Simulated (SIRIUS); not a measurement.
# TiB5 (P6/mmm) in SIRIUS: reference runs

Reference runs on TiB5: the cell as given.

All numbers are computed with SIRIUS 7.10.0; they aren't measurements. Logs are shortened: lines on timing, memory, paths and dates and some standing lists are left out, and cuts for length are marked. The log counts tension as positive stress, the text compression.

**1. Starting point**

The structure is hexagonal, space group P6/mmm (No. 191). The conventional cell has a = 4.159 Å, b = 4.159 Å, c = 2.893 Å, α = 90.00°, β = 90.00°, γ = 120.00°. Ti (site symmetry 6/mmm) is surrounded by 18 B at 2.40 to 2.53 Å. B (site symmetry mmm) has 8 B at 1.88 to 2.08 Å as nearest neighbours. Around B (site symmetry -6m2) lie 6 B at 1.88 Å.

The cell was built by a generator and needn't be a form met in nature.

**2. Single point, PBE**

File sirius.json:

```json
{
  "control": {
    "processing_unit": "cpu",
    "verbosity": 2,
    "num_bands_to_print": 22,
    "print_forces": true,
    "print_stress": true
  },
  "parameters": {
    "electronic_structure_method": "pseudopotential",
    "xc_functionals": ["XC_GGA_X_PBE", "XC_GGA_C_PBE"],
    "gk_cutoff": 9.2,
    "pw_cutoff": 18.4,
    "ngridk": [7, 7, 9],
    "shiftk": [0, 0, 0],
    "smearing": "fermi_dirac",
    "smearing_width": 0.0018374661,
    "num_bands": 22,
    "num_mag_dims": 0,
    "num_dft_iter": 100,
    "energy_tol": 1e-08,
    "density_tol": 1e-06
  },
  "iterative_solver": {
    "type": "davidson",
    "min_tolerance": 1e-09,
    "tolerance_scale": [0.1, 0.25]
  },
  "mixer": {
    "type": "anderson",
    "beta": 0.7,
    "max_history": 8
  },
  "settings": {
    "tol_ne": 1e-10,
    "pseudo_grid_cutoff": 6.5
  },
  "unit_cell": {
    "lattice_vectors": [
      [7.858444986518, 0.0, 0.0],
      [-3.929213044628, 6.805602973444, 0.0],
      [0.0, 0.0, 5.467506801857]
    ],
    "atom_coordinate_units": "lattice",
    "atom_types": ["Ti", "B"],
    "atom_files": {
      "B": "B.json",
      "Ti": "Ti.json"
    },
    "atoms": {
      "Ti": [
        [0.0, 0.0, 0.0]
      ],
      "B": [
        [0.0, 0.5, 0.5],
        [0.33333, 0.66667, 0.0],
        [0.66667, 0.33333, 0.0],
        [0.5, 0.0, 0.5],
        [0.5, 0.5, 0.5]
      ]
    }
  }
}
```

Potentials or basis: PseudoDojo 0.4.1 PBE standard (scalar relativistic).

Command:

```sh
$ upf_to_json B.upf
$ upf_to_json Ti.upf
$ OMP_NUM_THREADS=1 sirius.scf --input=sirius.json --output=out.json --task=0
```

Standard output:

```text
[info] SIRIUS version : 7.10.0
[info] number of MPI ranks           : 1
[info] MPI grid                      : 1 1
[info] maximum number of OMP threads : 1
[fft] FFT context for density and potential
[fft] =====================================
[fft]   comm size                             : 1
[fft]   plane wave cutoff                     : 18.4
[fft]   grid size                             : 50 50 36   total : 90000
[fft]   grid limits                           : -24 25   -24 25   -17 18
[fft]   number of G-vectors within the cutoff : 15311
[fft]   local number of G-vectors             : 15311
[fft]   number of G-shells                    : 8021
[fft] FFT context for coarse grid
[fft] =====================================
[fft]   comm size                             : 1
[fft]   plane wave cutoff                     : 18.4
[fft]   grid size                             : 50 50 36   total : 90000
[fft]   grid limits                           : -24 25   -24 25   -17 18
[fft]   number of G-vectors within the cutoff : 15311
[fft]   local number of G-vectors             : 15311
[fft]   number of G-shells                    : 8021
[unit cell] lattice vectors
[unit cell]   a1 :       7.8584449865      0.0000000000      0.0000000000
[unit cell]   a2 :      -3.9292130446      6.8056029734      0.0000000000
[unit cell]   a3 :       0.0000000000      0.0000000000      5.4675068019
[unit cell] reciprocal lattice vectors
[unit cell]   b1 :       0.7995456249      0.4616174513     -0.0000000000
[unit cell]   b2 :       0.0000000000      0.9232371227      0.0000000000
[unit cell]   b3 :       0.0000000000     -0.0000000000      1.1491865552
[unit cell] unit cell volume :       292.41022755 [a.u.^3]
[unit cell] 1/sqrt(omega)    :         0.05847951
[unit cell] MT volume        :         0.00000000 ( 0.00%)
[unit cell] IT volume        :       292.41022755 (100.00%)
[unit cell] number of atom types : 2
[unit cell] type id : 0 symbol : Ti mt_radius :  15.850000 num_atoms : 1
[unit cell] type id : 1 symbol :  B mt_radius :  15.330000 num_atoms : 5
[unit cell] total number of atoms : 6
[unit cell] number of symmetry classes : 5
[unit cell] number of PAW atoms : 0
[... 374 lines left out ...]
[find] valence_eval_sum               :      -1.23729155
[find] <rho|V^{XC}>                   :     -17.18990052
[find] <rho|E^{XC}>                   :     -14.99048465
[find] <mag|B^{XC}>                   :       0.00000000
[find] <rho|V^{H}>                    :      26.89094924
[find] one-electron contribution      :     -10.93834027 (Ha),     -21.87668054 (Ry)
[find] hartree contribution           :      13.44547462
[find] xc contribution                :     -14.99048465
[find] ewald contribution             :     -61.48550798
[find] PAW contribution               :       0.00000000
[find] smearing (-TS)                 :      -0.00084264
[find] SCF correction                 :      -0.00003044
[find] Total energy                   :     -73.96888872 (Ha),    -147.93777745 (Ry)
[find] Free energy (E-TS)             :     -73.96973137 (Ha),    -147.93946273 (Ry)
[find] band gap (eV)                  :       0.00000000
[find] Efermi                         :       0.55608253
[ground_state] === stress tensor components [kbar] ===
[ground_state] === stress_kin ===
[ground_state] -22713.087892    0.019209    0.000000
[ground_state]     0.019209-22713.072529    0.000000
[ground_state]     0.000000    0.000000-22700.080370
[ground_state] === stress_har ===
[ground_state] -4293.613161    0.094943    0.000000
[ground_state]     0.094943-4293.522637    0.000000
[ground_state]     0.000000    0.000000-4941.100616
[ground_state] === stress_ewald ===
[ground_state] 20904.264710    0.148362    0.000000
[ground_state]     0.14836220904.396269    0.000000
[ground_state]     0.000000    0.00000020055.312700
[ground_state] === stress_vloc ===
[ground_state]  3336.604384   -0.253647    0.000000
[ground_state]    -0.253647 3336.373279    0.000000
[ground_state]     0.000000    0.000000 4774.133783
[ground_state] === stress_xc ===
[ground_state]  2325.081198    0.000269    0.000000
[ground_state]     0.000269 2325.081341    0.000000
[ground_state]     0.000000    0.000000 2323.891764
[ground_state] === stress_core ===
[ground_state]  2221.090700   -0.000095    0.000000
[ground_state]    -0.000095 2221.090710    0.000000
[ground_state]     0.000000    0.000000 2228.622654
[ground_state] === stress_nonloc ===
[ground_state] -1781.331476   -0.004709    0.000000
[ground_state]    -0.004709-1781.334162    0.000000
[ground_state]     0.000000    0.000000-1752.717652
[ground_state] === stress_us_nl ===
[ground_state] -1781.331476   -0.004709    0.000000
[ground_state]    -0.004709-1781.334162    0.000000
[ground_state]     0.000000    0.000000-1752.717652
[ground_state] === stress_total ===
[ground_state]    -0.991538    0.004332    0.000000
[ground_state]     0.004332   -0.987728    0.000000
[ground_state]     0.000000    0.000000  -11.937738
[ground_state] ==== total Forces in Ha/bohr =====
[ground_state] atom:    0, force:       0.0000000      0.0000000      0.0000000
[ground_state] atom:    1, force:       0.0000000      0.0000000      0.0000000
[ground_state] atom:    2, force:       0.0000020     -0.0000012     -0.0000000
[ground_state] atom:    3, force:      -0.0000020      0.0000012      0.0000000
[ground_state] atom:    4, force:       0.0000000      0.0000000      0.0000000
[ground_state] atom:    5, force:       0.0000000      0.0000000      0.0000000
[ground_state] ==== ultrasoft contribution from Qij =====
[ground_state] atom:    0, force:       0.0000000      0.0000000      0.0000000
[ground_state] atom:    1, force:       0.0000000      0.0000000      0.0000000
[ground_state] atom:    2, force:       0.0000000      0.0000000      0.0000000
[ground_state] atom:    3, force:       0.0000000      0.0000000      0.0000000
[ground_state] atom:    4, force:       0.0000000      0.0000000      0.0000000
[ground_state] atom:    5, force:       0.0000000      0.0000000      0.0000000
[ground_state] ==== non-local contribution from Beta-projector =====
[ground_state] atom:    0, force:       0.0000000      0.0000000      0.0000000
[ground_state] atom:    1, force:       0.0000000      0.0000000      0.0000000
[ground_state] atom:    2, force:       0.0000012      0.0000003     -0.0000000
[ground_state] atom:    3, force:      -0.0000012     -0.0000003      0.0000000
[ground_state] atom:    4, force:       0.0000000      0.0000000      0.0000000
[ground_state] atom:    5, force:       0.0000000      0.0000000      0.0000000
[ground_state] ==== contribution from local potential =====
[ground_state] atom:    0, force:       0.0000000      0.0000000      0.0000000
[ground_state] atom:    1, force:       0.0000000      0.0000000      0.0000000
[ground_state] atom:    2, force:      -0.0000556      0.0000272      0.0000000
[ground_state] atom:    3, force:       0.0000556     -0.0000272     -0.0000000
[ground_state] atom:    4, force:       0.0000000      0.0000000      0.0000000
[ground_state] atom:    5, force:       0.0000000      0.0000000      0.0000000
[ground_state] ==== contribution from core density =====
[ground_state] atom:    0, force:       0.0000000      0.0000000      0.0000000
[ground_state] atom:    1, force:       0.0000000      0.0000000      0.0000000
[ground_state] atom:    2, force:      -0.0000002      0.0000001      0.0000000
[ground_state] atom:    3, force:       0.0000002     -0.0000001      0.0000000
[ground_state] atom:    4, force:       0.0000000      0.0000000      0.0000000
[ground_state] atom:    5, force:       0.0000000      0.0000000      0.0000000
[ground_state] ==== Ewald forces from ions =====
[ground_state] atom:    0, force:       0.0000000      0.0000000      0.0000000
[ground_state] atom:    1, force:       0.0000000      0.0000000      0.0000000
[ground_state] atom:    2, force:       0.0000565     -0.0000287      0.0000000
[ground_state] atom:    3, force:      -0.0000565      0.0000287      0.0000000
[ground_state] atom:    4, force:       0.0000000      0.0000000      0.0000000
[ground_state] atom:    5, force:       0.0000000      0.0000000      0.0000000
[~DFT_ground_state] local op. applied: 93497
[~DFT_ground_state] evp. work count: 17925.6
[~DFT_ground_state] number of iterative solver steps: 6606
```

Run time: 4.5 min. Hardware: 1 thread of Arm Neoverse V2, shared host; peak memory 1.1 GiB.

Results:

| Quantity | Value |
| --- | --- |
| Free energy | -2012.8189 eV |
| Pressure | 0.5 GPa |
| Band gap on the k mesh | none (metal or under the smearing width) |

Stress tensor (GPa, compression positive):
```
0.10 0.00 0.00
0.00 0.10 0.00
0.00 0.00 1.19
```
